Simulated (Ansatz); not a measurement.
# Ti3Se (P-6m2) in Ansatz: notebook

The runs below take Ti3Se through band structure, with PBE+U.

Program: Ansatz 0.2.0. These are calculated values, not measurements. Logs are shortened: lines on timing, memory, paths and dates and some standing lists are left out, and cuts for length are marked.

### Step 1. The crystal as given

The structure is hexagonal, space group P-6m2 (No. 187). Conventional cell: a = 3.197 Å, b = 3.197 Å, c = 7.943 Å, α = 90.00°, β = 90.00°, γ = 120.00°. Se (site symmetry -6m2) is surrounded by 6 Ti at 2.58 Å. Ti (site symmetry -6m2) is surrounded by 12 Ti at 2.85 to 3.20 Å. Ti (site symmetry 3m) is surrounded by 3 Se at 2.58 Å and 3 Ti at 2.85 Å.

The cell comes from a database or a generator and needn't be the stable form of this composition.

### Step 2. Band structure, PBE+U

Input file input.yaml:

```yaml
crystal:
  lattice:
    - [3.1974455988, 0.0, 0.0]
    - [-1.5987227994, 2.7690691158, 0.0]
    - [0.0, 0.0, 7.942745]
  atoms:
    - { symbol: Se, position: [0.0, 0.0, 0.0] }
    - { symbol: Ti, position: [0.6666666667, 0.3333333333, 0.5] }
    - { symbol: Ti, position: [0.3333333333, 0.6666666667, 0.772902] }
    - { symbol: Ti, position: [0.3333333333, 0.6666666667, 0.227098] }
hamiltonian:
  xc: pbe
  pseudopotentials: { kind: paw }
  hubbard: { sites: [{ species: Ti, l: d, u_eff: 4.0 }] }
kpoints:
  mp_grid: { grid: [10, 10, 4] }
  band_path:
    path:
      - [[0.0, 0.0, 0.0], [0.5, 0.0, 0.0], [0.3333333333, 0.3333333333, 0.0], [0.0, 0.0, 0.0], [0.0, 0.0, 0.5], [0.5, 0.0, 0.5], [0.3333333333, 0.3333333333, 0.5], [0.0, 0.0, 0.5]]
      - [[0.5, 0.0, 0.5], [0.5, 0.0, 0.0]]
      - [[0.3333333333, 0.3333333333, 0.0], [0.3333333333, 0.3333333333, 0.5]]
    npoints: 14
scf:
  occupations: { method: fermi_dirac, width: 0.05 }
  n_extra_bands: 10
output:
  forces: true
  stress: true
  eigenvalues: true
  fatbands: true
  write_density: true
  write_potential: true
  elf: true
  volumetric_format: npy
```

Potentials or basis: Ansatz PAW.

The run is started by

```console
$ ansatz run input.yaml --threads 2 --pin off --max-ram 5632MiB --backend cpu --events-out ev --progress --plain --runs-dir out
```

Log:

```text
Warning: RAYON_NUM_THREADS=2 ignored (pool sized by the plan → 2); use --threads N
Se: projections on atomic orbitals take those of the free atom [Ar] 3d10 4s2 4p4, of charge +0.00 (hamiltonian.pseudopotentials.projection_atoms); the dataset's partial waves leave at most 2.3e-6 of an orbital's norm unspanned inside its sphere
Ti: projections on atomic orbitals take those of the free atom [Ne] 3s2 3p6 3d2 4s2, of charge +0.00 (hamiltonian.pseudopotentials.projection_atoms); the dataset's partial waves leave at most 4.1e-7 of an orbital's norm unspanned inside its sphere
scf.n_extra_bands = 10 over 26 filled bands (N_el = 52.0): the run solves 36 bands
Engine: ansatz 0.2.0, x86_64-unknown-linux-gnu
Pseudopotentials: kind: paw
Pseudopotential: Se, paw, valence charge 16, recommended cutoff 420 eV (normal), Se.paw.azcp
Pseudopotential: Ti, paw, valence charge 12, recommended cutoff 420 eV (normal), Ti.paw.azcp
Functional definition: PBE
  parameter kappa = 0.804
  parameter beta = 0.06672455060314922
  exchange = pbe_x(kappa = kappa, mu = beta*pi^2/3)
  correlation = pbe_c(beta = beta)
Crystal: 4 atoms, lattice volume = 70.325 Å³
Basis set: ecut = 420 eV, 1371 PW (Γ), exchange–correlation on 48×48×108 points (8 copies of the dense FFT grid, shifted against one another)
Bands: 36, of which v1, the nominal top of the filled ones, is band 26 counted from 1 (25 counted from 0)
Symmetry: 12 space group operations
Space group: P-6m2 (ITA 187), of the structure as read, at distance tolerance 4.1e-5 Å
k-points: 42 of 400 (time reversal used)
Non-local potential: Se, projectors of the file, l = 0: 2, l = 1: 2, l = 2: 3, l = 3: 1
Non-local potential: Ti, projectors of the file, l = 0: 3, l = 1: 2, l = 2: 3, l = 3: 1
PAW form: soft (Blöchl's): semilocal exchange-correlation on the pseudo side does not see the compensation charge
PAW one-centre angular grid: Se, 590 points (default); XC on 64 Gauss nodes
PAW one-centre angular grid: Ti, 590 points (default); XC on 64 Gauss nodes
Initial density: superposition of atomic densities (chi_scale 0.1, normalization cell, long waves of neutral atoms under a Hubbard term (reshape's long-wave potential 0.94 eV rms, cloud 2.80 Å wide))
Initial wavefunctions: pseudopotential atomic-orbital guess
Functional: x = pbe(κ = 0.804, μ = 0.2195149727645171), c = pbe(β = 0.06672455060314922)
SCF iter   1: F=—  HF=-12968.285506 eV  |F-HF|=—  |Δ(HF+E_count)|=         —  Δρ=2.21e-1  dr2=2.10e2  ethr=3.10e-3  ⟨swp⟩=5.2  Hψ=4907  notcnv=0
preconditioner: auto → Kerker (q_TF=auto, 2.594 Å⁻¹)  [metal: Δε(μ)=0.058 eV  Ē_g=5.044 eV  σ=0.050 eV  W_gap=0.28  n_scr=24 (ndim 8)  ℏωp=18.8 eV  f_vac=0.000  D(μ)=3.90/eV (n_scr^D=38)]
SCF iter   2: F=—  HF=-12963.392303 eV  |F-HF|=—  |Δ(HF+E_count)|=    4.89e0  Δρ=1.74e-1  dr2=3.21e1  ethr=3.10e-3  ⟨swp⟩=3.8  Hψ=3608  notcnv=0  defer=79
SCF iter   3: F=—  HF=-12959.588935 eV  |F-HF|=—  |Δ(HF+E_count)|=    3.80e0  Δρ=6.31e-2  dr2=8.67e0  ethr=3.10e-3  ⟨swp⟩=3.2  Hψ=3536  notcnv=0  defer=75
SCF iter   4: F=—  HF=-12958.392012 eV  |F-HF|=—  |Δ(HF+E_count)|=    1.20e0  Δρ=4.73e-2  dr2=8.97e0  ethr=3.10e-3  ⟨swp⟩=3.9  Hψ=4356  notcnv=0  defer=64
SCF iter   5: F=—  HF=-12957.724394 eV  |F-HF|=—  |Δ(HF+E_count)|=   6.68e-1  Δρ=2.79e-2  dr2=2.43e0  ethr=3.10e-3  ⟨swp⟩=2.7  Hψ=2269  notcnv=0  defer=61
SCF iter   6: F=—  HF=-12957.590776 eV  |F-HF|=—  |Δ(HF+E_count)|=   1.34e-1  Δρ=1.13e-2  dr2=1.56e-1  ethr=3.10e-3  ⟨swp⟩=2.3  Hψ=2164  notcnv=0  defer=66
SCF iter   7: F=—  HF=-12957.628083 eV  |F-HF|=—  |Δ(HF+E_count)|=   3.73e-2  Δρ=7.69e-3  dr2=6.33e-2  ethr=3.00e-4  ⟨swp⟩=3.3  Hψ=3106  notcnv=0  defer=56
SCF iter   8: F=—  HF=-12957.620720 eV  |F-HF|=—  |Δ(HF+E_count)|=   7.36e-3  Δρ=3.52e-3  dr2=1.22e-2  ethr=1.22e-4  ⟨swp⟩=2.3  Hψ=2824  notcnv=0  defer=56
SCF iter   9: F=—  HF=-12957.622306 eV  |F-HF|=—  |Δ(HF+E_count)|=   1.59e-3  Δρ=1.24e-3  dr2=1.11e-3  ethr=2.34e-5  ⟨swp⟩=2.1  Hψ=1996  notcnv=0  defer=56
SCF iter  10: F=—  HF=-12957.623258 eV  |F-HF|=—  |Δ(HF+E_count)|=   9.52e-4  Δρ=5.78e-4  dr2=3.05e-4  ethr=2.13e-6  ⟨swp⟩=2.0  Hψ=2512  notcnv=0  defer=56
SCF iter  11: F=—  HF=-12957.623413 eV  |F-HF|=—  |Δ(HF+E_count)|=   1.55e-4  Δρ=5.22e-4  dr2=4.06e-4  ethr=5.86e-7  ⟨swp⟩=2.4  Hψ=2464  notcnv=0  defer=55
SCF iter  12: F=—  HF=-12957.623437 eV  |F-HF|=—  |Δ(HF+E_count)|=   2.43e-5  Δρ=1.73e-4  dr2=2.30e-5  ethr=5.86e-7  ⟨swp⟩=1.8  Hψ=1567  notcnv=0  defer=55
SCF iter  13: F=—  HF=-12957.623457 eV  |F-HF|=—  |Δ(HF+E_count)|=   2.01e-5  Δρ=9.08e-5  dr2=9.00e-6  ethr=4.42e-8  ⟨swp⟩=2.7  Hψ=2343  notcnv=0  defer=55
SCF iter  14: F=—  HF=-12957.623461 eV  |F-HF|=—  |Δ(HF+E_count)|=   3.32e-6  Δρ=3.47e-5  dr2=1.58e-6  ethr=1.73e-8  ⟨swp⟩=2.0  Hψ=1765  notcnv=0  defer=55
SCF iter  15: F=—  HF=-12957.623461 eV  |F-HF|=—  |Δ(HF+E_count)|=   2.45e-7  Δρ=9.52e-6  dr2=1.43e-7  ethr=3.04e-9  ⟨swp⟩=2.0  Hψ=1645  notcnv=0  defer=55
SCF iter  16: F=-12957.623461 eV  HF=-12957.623461 eV  |F-HF|=1.95e-8  |Δ(HF+E_count)|=   2.40e-8  Δρ=2.96e-6  dr2=2.00e-8  ethr=1.92e-10  ⟨swp⟩=12.1  Hψ=9294  notcnv=0
SCF 1 converged in 16 iterations: F = -12957.623461 eV  dr2 = 2.00e-8
NSCF: frozen V_eff on 129 k-points
SCF converged after 16 iterations
Free energy (F): -12957.623461 eV
Harris-Foulkes:  -12957.623461 eV  (|F-HF|=1.95e-8)
Internal energy: -12957.600200 eV  (E = F + TS)
E sigma→0 (E₀):  -12957.611830 eV
Entropy (-TS):   -0.023261 eV (-5.815 meV/atom)
Fermi energy:    13.940923 eV
--- Per-component energies (eV) ---
  E_band       = -793.309517
  E_kinetic    = 934.887940
  E_local      = -4854.675195  (includes V_loc(G=0)·N_el)
  E_nonlocal   = -575.368002
  E_hartree    = 2224.963051
  E_xc         = -398.554347
  E_vxc        = -466.669462  (∫ρ·V_xc dr)
  E_hubbard    = 12.122827  (on-site DFT+U / exact-exchange correction)
  E_vhub       = 7.011227  (the Hubbard potential's part of the band-sum identity)
  E_paw        = -5051.031297  (= ΣΔE_a)
  E_vpaw       = -288.423701  (= ΣTr[D̂ρ^β])
  E_aug_tail   = -0.000249  (compensation charges beyond the density's cutoff)
  E_ewald      = -5249.944928
  E_smearing   = -0.023261  (= −TS)
  E_closure    = -0.000000  (closes the sum)
  Σ components = -12957.623461   (vs F -12957.623461, Δ=0.00e0)
--- Forces (eV/Å), atoms counted from 1 ---
  atom   1  Se     0.00000000    -0.00000000     0.00000000
  atom   2  Ti     0.00000000     0.00000000     0.00000000
  atom   3  Ti     0.00000000     0.00000000    -0.02686290
  atom   4  Ti     0.00000000     0.00000000     0.02686290
  max |Σ_I F_I| component: 9.25e-18 eV/Å
--- Stress (GPa, compression-positive) ---
        4.221351       0.000000       0.000000
        0.000000       4.221351       0.000000
        0.000000       0.000000       7.191825
  P = ⅓ Tr σ = 5.2115 GPa (52.115 kbar)
--- Band table (eV; the first three rows and the last of 42) ---
  k-point 0: bands = ["-44.0296", "-44.0099", "-43.8470", "-34.5767", "-34.5767", "-34.5758", "-34.5577", "-34.5577", "-20.4732", "-20.3924", "-20.1207", "-20.1207", "-20.0951", "-20.0951", "-19.9757", "-19.9757", "-19.9303", "-1.8377", "6.9961", "8.5875", "11.5978", "12.4582", "12.4582", "13.3129", "14.0032", "14.0032", "14.4454", "14.4454", "14.4893", "14.9330", "15.5617", "15.5617", "15.6901", "15.6901", "16.5459", "16.5459"]
  k-point 1: bands = ["-44.0287", "-44.0113", "-43.8467", "-34.5767", "-34.5767", "-34.5758", "-34.5577", "-34.5577", "-20.4900", "-20.3712", "-20.1197", "-20.1197", "-20.0963", "-20.0963", "-19.9754", "-19.9754", "-19.9346", "-1.8359", "6.8066", "9.0526", "11.3030", "12.4225", "12.4225", "13.2031", "14.1704", "14.1704", "14.2723", "14.4898", "14.4898", "15.1285", "15.3496", "15.3496", "15.6190", "15.6190", "16.3862", "16.3862"]
  k-point 2: bands = ["-44.0275", "-44.0129", "-43.8464", "-34.5767", "-34.5767", "-34.5758", "-34.5577", "-34.5577", "-20.5023", "-20.3545", "-20.1186", "-20.1186", "-20.0976", "-20.0976", "-19.9752", "-19.9752", "-19.9390", "-1.8340", "6.6632", "9.6471", "10.8059", "12.3899", "12.3899", "13.1466", "14.1076", "14.3673", "14.3673", "14.5928", "14.5928", "15.1009", "15.1009", "15.2600", "15.4549", "15.4549", "16.3758", "16.3758"]
  k-point 41: bands = ["-43.9825", "-43.9815", "-43.8354", "-34.5785", "-34.5781", "-34.5724", "-34.5550", "-34.5533", "-20.4095", "-20.3505", "-20.3233", "-20.2974", "-20.2352", "-20.2287", "-20.0687", "-20.0361", "-19.9331", "0.3417", "7.5563", "8.4342", "9.0497", "12.3551", "12.6965", "12.8569", "12.9622", "13.6619", "13.8842", "14.1543", "15.0523", "15.7493", "15.9708", "16.2078", "16.4950", "16.6393", "17.0197", "17.1096"]
Occupation matrices written to <dir>
```

Run time: 19 s. Hardware: 2 threads of Intel Xeon Platinum 8375C at 2.90GHz (Ice Lake), shared host; peak memory 0.63 GiB.

Results:

| Item | Value |
| --- | --- |
| Free energy | -12957.6235 eV |
| Pressure | 5.2 GPa |
| Largest force | 0.027 eV/Å |
| Band gap on the k mesh | none (metal or under the smearing width) |

Forces in eV/Å, atoms in the order of the input:
```
Se   0.000  0.000  0.000
Ti   0.000  0.000  0.000
Ti   0.000  0.000 -0.027
Ti   0.000  0.000  0.027
```

Stress tensor (GPa, compression positive):
```
4.22 0.00 0.00
0.00 4.22 0.00
0.00 0.00 7.19
```

Levels at the corners of the path, in eV from the Fermi level:
| point | band 22 | band 23 | band 24 | band 25 | band 26 | band 27 | band 28 | band 29 | band 30 | band 31 |
| --- | --- | --- | --- | --- | --- | --- | --- | --- | --- | --- |
| Γ | -1.48 | -1.48 | -0.63 | 0.06 | 0.06 | 0.50 | 0.50 | 0.55 | 0.99 | 1.62 |
| M | -2.06 | -1.70 | -1.68 | -0.97 | -0.66 | 0.33 | 0.69 | 0.80 | 2.16 | 2.36 |
| K | -1.39 | -1.15 | -1.14 | -0.84 | -0.41 | -0.38 | 0.39 | 1.53 | 1.96 | 1.98 |
| Γ | -1.48 | -1.48 | -0.63 | 0.06 | 0.06 | 0.50 | 0.50 | 0.55 | 0.99 | 1.62 |
| A | -1.55 | -1.55 | -0.79 | 0.17 | 0.43 | 0.43 | 0.65 | 0.65 | 1.16 | 1.16 |
| L | -2.10 | -1.54 | -1.53 | -1.08 | -0.99 | 0.54 | 0.82 | 1.13 | 1.25 | 2.41 |
| H | -1.40 | -1.22 | -1.13 | -0.97 | -0.24 | -0.09 | 0.16 | 1.18 | 1.89 | 1.97 |
| A | -1.55 | -1.55 | -0.79 | 0.17 | 0.43 | 0.43 | 0.65 | 0.65 | 1.16 | 1.16 |
| L | -2.10 | -1.54 | -1.53 | -1.08 | -0.99 | 0.54 | 0.82 | 1.13 | 1.25 | 2.41 |
| M | -2.06 | -1.70 | -1.68 | -0.97 | -0.66 | 0.33 | 0.69 | 0.80 | 2.16 | 2.36 |
| K | -1.39 | -1.15 | -1.14 | -0.84 | -0.41 | -0.38 | 0.39 | 1.53 | 1.96 | 1.98 |
| H | -1.40 | -1.22 | -1.13 | -0.97 | -0.24 | -0.09 | 0.16 | 1.18 | 1.89 | 1.97 |

Eigenvalues of the final occupation matrices:
```
  site  spin  trace               eigenvalues
site 1     1   1.41  0.25 0.25 0.29 0.30 0.30
site 2     1   1.45  0.22 0.22 0.33 0.33 0.36
site 3     1   1.45  0.22 0.22 0.33 0.33 0.36
```

Caveat: U without spin polarisation on a metal has little footing.

### Step 3. Band structure, PBE+U

input.yaml: that of step 2 with these lines changed.

```diff
@@ -13,3 +13,3 @@
   pseudopotentials: { kind: paw }
-  hubbard: { sites: [{ species: Ti, l: d, u_eff: 4.0 }] }
+  hubbard: { sites: [{ species: Ti, l: d, u_eff: 5.0 }] }
 kpoints:
@@ -29,6 +29,2 @@
   eigenvalues: true
-  fatbands: true
-  write_density: true
-  write_potential: true
-  elf: true
-  volumetric_format: npy
+  fatbands: false
```

Potentials or basis: Ansatz PAW.

The run is started by

```console
$ ansatz run input.yaml --threads 2 --pin off --max-ram 5632MiB --backend cpu --events-out ev --progress --plain --runs-dir out
```

Wall time 16 s (2 threads of Intel Xeon Platinum 8375C at 2.90GHz (Ice Lake), shared host); peak memory 0.61 GiB.

Results (log left out):

```
Free energy            : -12954.6298 eV
Pressure               : 7.8 GPa
Largest force          : 0.115 eV/Å
Band gap on the k mesh : none (metal or under the smearing width)
```

Forces on the atoms (eV/Å):
```
Se   0.000  0.000  0.000
Ti   0.000  0.000  0.000
Ti   0.000  0.000  0.115
Ti   0.000  0.000 -0.115
```

Stress tensor (GPa, compression positive):
```
 6.22  0.00  0.00
 0.00  6.22  0.00
 0.00  0.00 11.05
```

Levels at the corners of the path, in eV from the Fermi level:
```csv
point,band 24,band 25,band 26,band 27,band 28,band 29
Γ,-0.71,0.13,0.13,0.30,0.83,0.83
M,-1.60,-0.99,-0.70,0.37,0.65,0.99
K,-0.88,-0.77,-0.62,-0.25,0.78,1.67
Γ,-0.71,0.13,0.13,0.30,0.83,0.83
A,-0.83,-0.04,0.60,0.60,0.96,0.96
L,-1.29,-1.09,-1.09,0.61,0.71,1.29
H,-1.12,-0.68,-0.29,-0.09,0.55,1.29
A,-0.83,-0.04,0.60,0.60,0.96,0.96
L,-1.29,-1.09,-1.09,0.61,0.71,1.29
M,-1.60,-0.99,-0.70,0.37,0.65,0.99
K,-0.88,-0.77,-0.62,-0.25,0.78,1.67
H,-1.12,-0.68,-0.29,-0.09,0.55,1.29
```

Eigenvalues of the final occupation matrices:
```
  site  spin  trace               eigenvalues
site 1     1   1.39  0.22 0.22 0.24 0.36 0.36
site 2     1   1.44  0.18 0.18 0.31 0.31 0.45
site 3     1   1.44  0.18 0.18 0.31 0.31 0.45
```

Caveat: U without spin polarisation on a metal has little footing.

### Step 4. Band structure, PBE+U

input.yaml: that of step 3 with these lines changed.

```diff
@@ -13,3 +13,3 @@
   pseudopotentials: { kind: paw }
-  hubbard: { sites: [{ species: Ti, l: d, u_eff: 5.0 }] }
+  hubbard: { sites: [{ species: Ti, l: d, u_eff: 6.0 }] }
 kpoints:
```

The run is started by

```console
$ ansatz run input.yaml --threads 2 --pin off --max-ram 5632MiB --backend cpu --events-out ev --progress --plain --runs-dir out
```

Run time: 21 s. Hardware: 2 threads of Intel Xeon Platinum 8375C at 2.90GHz (Ice Lake), shared host; peak memory 0.61 GiB.

It converged, with:

```
Free energy            : -12951.8992 eV
Pressure               : 16.0 GPa
Largest force          : 0.239 eV/Å
Band gap on the k mesh : none (metal or under the smearing width)
```

Forces on the atoms (eV/Å):
```
Se   0.000  0.000  0.000
Ti   0.000  0.000  0.000
Ti   0.000  0.000  0.239
Ti   0.000  0.000 -0.239
```

Stress tensor (GPa, compression positive):
```
14.22  0.00  0.00
 0.00 14.22  0.00
 0.00  0.00 19.44
```

Levels at the corners of the path, in eV from the Fermi level:
| point | band 24 | band 25 | band 26 | band 27 | band 28 | band 29 |
| --- | --- | --- | --- | --- | --- | --- |
| Γ | -0.90 | -0.26 | 0.18 | 0.18 | 1.50 | 1.50 |
| M | -1.56 | -1.01 | -0.80 | 0.07 | 0.23 | 1.43 |
| K | -0.93 | -0.76 | -0.48 | 0.12 | 0.81 | 1.45 |
| Γ | -0.90 | -0.26 | 0.18 | 0.18 | 1.50 | 1.50 |
| A | -1.03 | -0.58 | 0.84 | 0.84 | 1.16 | 1.16 |
| L | -1.42 | -1.42 | -0.93 | 0.21 | 0.65 | 1.62 |
| H | -0.94 | -0.83 | -0.25 | 0.37 | 0.89 | 1.17 |
| A | -1.03 | -0.58 | 0.84 | 0.84 | 1.16 | 1.16 |
| L | -1.42 | -1.42 | -0.93 | 0.21 | 0.65 | 1.62 |
| M | -1.56 | -1.01 | -0.80 | 0.07 | 0.23 | 1.43 |
| K | -0.93 | -0.76 | -0.48 | 0.12 | 0.81 | 1.45 |
| H | -0.94 | -0.83 | -0.25 | 0.37 | 0.89 | 1.17 |

Eigenvalues of the final occupation matrices:
```
  site  spin  trace               eigenvalues
site 1     1   1.37  0.13 0.13 0.13 0.50 0.50
site 2     1   1.42  0.15 0.15 0.22 0.22 0.68
site 3     1   1.42  0.15 0.15 0.22 0.22 0.68
```

Caveat: U without spin polarisation on a metal has little footing.

### Step 5. Band structure, PBE+U

input.yaml: that of step 4 with these lines changed.

```diff
@@ -13,3 +13,3 @@
   pseudopotentials: { kind: paw }
-  hubbard: { sites: [{ species: Ti, l: d, u_eff: 6.0 }] }
+  hubbard: { sites: [{ species: Ti, l: d, u_eff: 8.0 }] }
 kpoints:
```

The run is started by

```console
$ ansatz run input.yaml --threads 2 --pin off --max-ram 5632MiB --backend cpu --events-out ev --progress --plain --runs-dir out
```

It took 17 s on 2 threads of Intel Xeon Platinum 8375C at 2.90GHz (Ice Lake), shared host; peak memory 0.61 GiB.

It converged, with:

| Quantity | Value |
| --- | --- |
| Free energy | -12946.8508 eV |
| Pressure | 28.9 GPa |
| Largest force | 0.273 eV/Å |
| Band gap on the k mesh | none (metal or under the smearing width) |

Forces in eV/Å, atoms in the order of the input:
```
Se   0.000  0.000  0.000
Ti   0.000  0.000  0.000
Ti   0.000  0.000  0.273
Ti   0.000  0.000 -0.273
```

Stress tensor (GPa, compression positive):
```
31.59  0.00  0.00
 0.00 31.59  0.00
 0.00  0.00 23.56
```

Levels at the corners of the path, in eV from the Fermi level:
| point | band 22 | band 23 | band 24 | band 25 | band 26 | band 27 | band 28 | band 29 | band 30 | band 31 |
| --- | --- | --- | --- | --- | --- | --- | --- | --- | --- | --- |
| Γ | -2.56 | -1.12 | -1.12 | -0.79 | -0.42 | 1.42 | 1.42 | 1.80 | 1.80 | 2.93 |
| M | -2.30 | -2.20 | -1.15 | -0.84 | -0.84 | 0.12 | 1.30 | 1.48 | 1.98 | 2.69 |
| K | -1.97 | -1.79 | -1.41 | -1.29 | 0.28 | 0.54 | 0.63 | 1.34 | 3.05 | 4.20 |
| Γ | -2.56 | -1.12 | -1.12 | -0.79 | -0.42 | 1.42 | 1.42 | 1.80 | 1.80 | 2.93 |
| A | -2.65 | -2.65 | -0.66 | -0.66 | 0.43 | 0.43 | 1.30 | 1.99 | 2.49 | 2.49 |
| L | -2.31 | -2.00 | -1.53 | -0.82 | -0.29 | 0.01 | 0.66 | 1.72 | 2.33 | 2.45 |
| H | -1.95 | -1.80 | -1.44 | -1.16 | 0.29 | 0.39 | 0.50 | 1.33 | 2.91 | 4.11 |
| A | -2.65 | -2.65 | -0.66 | -0.66 | 0.43 | 0.43 | 1.30 | 1.99 | 2.49 | 2.49 |
| L | -2.31 | -2.00 | -1.53 | -0.82 | -0.29 | 0.01 | 0.66 | 1.72 | 2.33 | 2.45 |
| M | -2.30 | -2.20 | -1.15 | -0.84 | -0.84 | 0.12 | 1.30 | 1.48 | 1.98 | 2.69 |
| K | -1.97 | -1.79 | -1.41 | -1.29 | 0.28 | 0.54 | 0.63 | 1.34 | 3.05 | 4.20 |
| H | -1.95 | -1.80 | -1.44 | -1.16 | 0.29 | 0.39 | 0.50 | 1.33 | 2.91 | 4.11 |

Eigenvalues of the final occupation matrices:
| site | spin | trace | eigenvalues |
| --- | --- | --- | --- |
| site 1 | 1 | 1.39 | 0.02 0.02 0.08 0.63 0.63 |
| site 2 | 1 | 1.38 | 0.06 0.06 0.09 0.58 0.58 |
| site 3 | 1 | 1.38 | 0.06 0.06 0.09 0.58 0.58 |

Caveat: a pressure of tens of GPa on the cell as given is suspect, and the run, the potentials or the cell itself is likely at fault; U without spin polarisation on a metal has little footing.

### Step 6. The runs side by side

| U | gap on the mesh (eV) | pressure (GPa) | largest force (eV/Å) |
| --- | --- | --- | --- |
| Ti d U = 4 eV | none | 5.2 | 0.03 |
| Ti d U = 5 eV | none | 7.8 | 0.11 |
| Ti d U = 6 eV | none | 16.0 | 0.24 |
| Ti d U = 8 eV | none | 28.9 | 0.27 |

Alike in all rows: task band structure; level PBE+U; potentials or basis Ansatz PAW; no spin polarisation; cell as given; k mesh 10 × 10 × 4; cutoff (eV) 420; smearing fermi-dirac 0.05 eV.

Every run on the cell as given and a fine mesh finds a metal.

Caveats: U without spin polarisation on a metal has little footing; a pressure of tens of GPa on the cell as given is suspect, and the run, the potentials or the cell itself is likely at fault (some runs).

Total energies depend on the potentials used, so only differences within one code and one set of settings carry meaning.
